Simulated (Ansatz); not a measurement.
Task: a geometry optimisation of CH6BClGe, SMILES ClC[BH][GeH3], with Ansatz 0.2.0 through its Python package. Give the script and its output. Settings: Hartree-Fock, def2-SVP basis, multiplicity 1.

```yaml
atoms:
  - { symbol: Cl, position_ang: [-0.9926, 2.5767, 0.3724] }
  - { symbol: C, position_ang: [0.1983, 1.3743, 0.6196] }
  - { symbol: B, position_ang: [-0.5016, -0.0586, 0.5494] }
  - { symbol: Ge, position_ang: [0.1865, -1.3948, -0.8294] }
  - { symbol: H, position_ang: [0.9815, 1.4596, -0.1838] }
  - { symbol: H, position_ang: [0.6696, 1.5410, 1.6141] }
  - { symbol: H, position_ang: [-1.2869, -0.3458, 1.3411] }
  - { symbol: H, position_ang: [-0.6641, -2.6952, -0.6582] }
  - { symbol: H, position_ang: [-0.1324, -0.8040, -2.1974] }
  - { symbol: H, position_ang: [1.6248, -1.7044, -0.6249] }
```

`opt_ch6bclge.py`:
```python
"""Minimum-energy structure of CH6BClGe."""

import itertools

import ansatz as az
from ase.data import atomic_numbers, covalent_radii
import numpy as np


def main() -> None:
    geometry_ang = [
        ("Cl", [-0.9926, 2.5767, 0.3724]),
        ("C", [0.1983, 1.3743, 0.6196]),
        ("B", [-0.5016, -0.0586, 0.5494]),
        ("Ge", [0.1865, -1.3948, -0.8294]),
        ("H", [0.9815, 1.4596, -0.1838]),
        ("H", [0.6696, 1.541, 1.6141]),
        ("H", [-1.2869, -0.3458, 1.3411]),
        ("H", [-0.6641, -2.6952, -0.6582]),
        ("H", [-0.1324, -0.804, -2.1974]),
        ("H", [1.6248, -1.7044, -0.6249]),
    ]
    mol = az.Crystal.molecule()
    for symbol, xyz in geometry_ang:
        mol = mol.atom(symbol, xyz)

    model = mol.calculation().basis(gaussian="def2-SVP").functional("HF").accuracy("medium")
    symbols = [site.symbol for site in mol.cartesian_sites]
    start = np.array([site.position_ang for site in mol.cartesian_sites], dtype=float)
    def progress(event):
        if event["event"] == "relax_step":
            row = event["data"]
            print(f"step {row['step']:3d}  E = {row['lagrangian_ev']:.6f} eV  largest force component {row['allowed_force_max_ev_ang']:.4f} eV/A")


    summary = model.relax(force_tolerance=0.01, max_steps=100).session().plan().execute(on_event=progress).report
    end = np.array(summary["positions_ang"])

    print(f"E = {summary['free_energy_ev']:.6f} eV = {summary['free_energy_ev'] / 27.211386246:.7f} Ha")
    print("converged:", summary["converged"], " doubts:", summary["published_state_doubts"] or "none")

    # pairs closer than 1.2 times the sum of covalent radii, before or after
    radius = [covalent_radii[atomic_numbers[s]] for s in symbols]
    span = lambda where, i, j: np.linalg.norm(where[i] - where[j])
    bonded = [(i, j) for i, j in itertools.combinations(range(len(symbols)), 2) if min(span(start, i, j), span(end, i, j)) < 1.2 * (radius[i] + radius[j])]
    print("pair        before    after (A)")
    for i, j in bonded:
        print(f"{symbols[i]}{i}-{symbols[j]}{j}".ljust(10), f"{span(start, i, j):8.4f} {span(end, i, j):8.4f}")
    for first, second in list(itertools.combinations(bonded, 2)):
        shared = set(first) & set(second)
        if shared and symbols[(j := shared.pop())] != "H":
            i, k = sorted((set(first) | set(second)) - {j})
            u, v = end[i] - end[j], end[k] - end[j]
            angle = np.degrees(np.arccos(np.clip(u @ v / np.linalg.norm(u) / np.linalg.norm(v), -1, 1)))
            print(f"final angle {symbols[i]}{i}-{symbols[j]}{j}-{symbols[k]}{k}: {angle:.2f} deg")

    charges = summary["charge_distribution"]
    print("dipole moment", round(4.803205 * float(np.linalg.norm(charges["dipole_moment_e_ang"])), 3), "D")
    print("Mulliken:", [(s, round(q, 3)) for s, q in zip(symbols, charges["mulliken_charges_e"])])
    with open("ch6bclge_opt.xyz", "w") as handle:
        handle.write(f"{len(symbols)}\nrelaxed CH6BClGe\n")
        handle.writelines(f"{s:2s} {x:11.6f} {y:11.6f} {z:11.6f}\n" for s, (x, y, z) in zip(symbols, end))


if __name__ == "__main__":
    main()
```

```console
$ python opt_ch6bclge.py
step   1  E = -70760.757560 eV  largest force component 2.3660 eV/A
step   2  E = -70760.976756 eV  largest force component 1.5926 eV/A
step   3  E = -70761.076089 eV  largest force component 0.6623 eV/A
step   4  E = -70761.093772 eV  largest force component 0.3061 eV/A
step   5  E = -70761.098199 eV  largest force component 0.0510 eV/A
step   6  E = -70761.098902 eV  largest force component 0.0262 eV/A
step   7  E = -70761.101082 eV  largest force component 0.1438 eV/A
step   8  E = -70761.103349 eV  largest force component 0.0892 eV/A
step   9  E = -70761.113879 eV  largest force component 0.2606 eV/A
step  10  E = -70761.123873 eV  largest force component 0.4072 eV/A
step  11  E = -70761.129245 eV  largest force component 0.2587 eV/A
step  12  E = -70761.135485 eV  largest force component 0.1446 eV/A
step  13  E = -70761.137877 eV  largest force component 0.0397 eV/A
step  14  E = -70761.138524 eV  largest force component 0.0660 eV/A
step  15  E = -70761.139968 eV  largest force component 0.0532 eV/A
step  16  E = -70761.139764 eV  largest force component 0.2307 eV/A
step  17  E = -70761.137566 eV  largest force component 0.3718 eV/A
step  18  E = -70761.142103 eV  largest force component 0.0349 eV/A
step  19  E = -70761.145754 eV  largest force component 0.0656 eV/A
step  20  E = -70761.145116 eV  largest force component 0.2329 eV/A
step  21  E = -70761.144981 eV  largest force component 0.2608 eV/A
step  22  E = -70761.147828 eV  largest force component 0.0226 eV/A
step  23  E = -70761.150906 eV  largest force component 0.0320 eV/A
step  24  E = -70761.154549 eV  largest force component 0.1004 eV/A
step  25  E = -70761.155320 eV  largest force component 0.1656 eV/A
step  26  E = -70761.158964 eV  largest force component 0.1132 eV/A
step  27  E = -70761.159677 eV  largest force component 0.0597 eV/A
step  28  E = -70761.161414 eV  largest force component 0.1220 eV/A
step  29  E = -70761.163096 eV  largest force component 0.0463 eV/A
step  30  E = -70761.163708 eV  largest force component 0.0370 eV/A
step  31  E = -70761.163985 eV  largest force component 0.0286 eV/A
step  32  E = -70761.164068 eV  largest force component 0.0244 eV/A
step  33  E = -70761.164127 eV  largest force component 0.0089 eV/A
E = -70761.164127 eV = -2600.4248180 Ha
converged: True  doubts: none
pair        before    after (A)
Cl0-C1       1.7103   1.8278
C1-B2        1.5962   1.5825
C1-H4        1.1252   1.0852
C1-H5        1.1131   1.0853
B2-Ge3       2.0396   2.0948
B2-H6        1.1515   1.1989
Ge3-H7       1.5633   1.5363
Ge3-H8       1.5239   1.5388
Ge3-H9       1.4854   1.5413
final angle Cl0-C1-B2: 94.47 deg
final angle Cl0-C1-H4: 106.71 deg
final angle Cl0-C1-H5: 106.92 deg
final angle B2-C1-H4: 118.18 deg
final angle B2-C1-H5: 117.23 deg
final angle C1-B2-Ge3: 122.45 deg
final angle C1-B2-H6: 117.46 deg
final angle H4-C1-H5: 110.78 deg
final angle Ge3-B2-H6: 120.02 deg
final angle B2-Ge3-H7: 111.26 deg
final angle B2-Ge3-H8: 112.37 deg
final angle B2-Ge3-H9: 109.44 deg
final angle H7-Ge3-H8: 108.33 deg
final angle H7-Ge3-H9: 107.62 deg
final angle H8-Ge3-H9: 107.65 deg
dipole moment 2.02 D
Mulliken: [('Cl', -0.229), ('C', -0.086), ('B', 0.116), ('Ge', 0.42), ('H', 0.095), ('H', 0.092), ('H', -0.038), ('H', -0.117), ('H', -0.128), ('H', -0.125)]
```

`ch6bclge_opt.xyz`, as written:
```text
10
relaxed CH6BClGe
Cl   -1.471031    1.907839    0.085759
C     0.211619    1.463267    0.644177
B    -0.099701   -0.084476    0.753432
Ge    0.120870   -1.392406   -0.867967
H     0.895210    1.794976   -0.130578
H     0.389352    2.000544    1.570230
H    -0.532700   -0.488966    1.795616
H    -1.185413   -2.148162   -1.155745
H     0.551949   -0.664353   -2.153236
H     1.202944   -2.439462   -0.538787
```

Caveats:
- The settings weren't tested for convergence.
- The end point is the stationary point reached from this start; no frequency run checks that it is a minimum, and the basis set is modest.
- Hardware and time: 3.2 min on 1 thread of Arm Neoverse N1, with other jobs on the host, peak memory 0.31 GiB.

(Lines on the test bed's own set-up are left out of the output.)
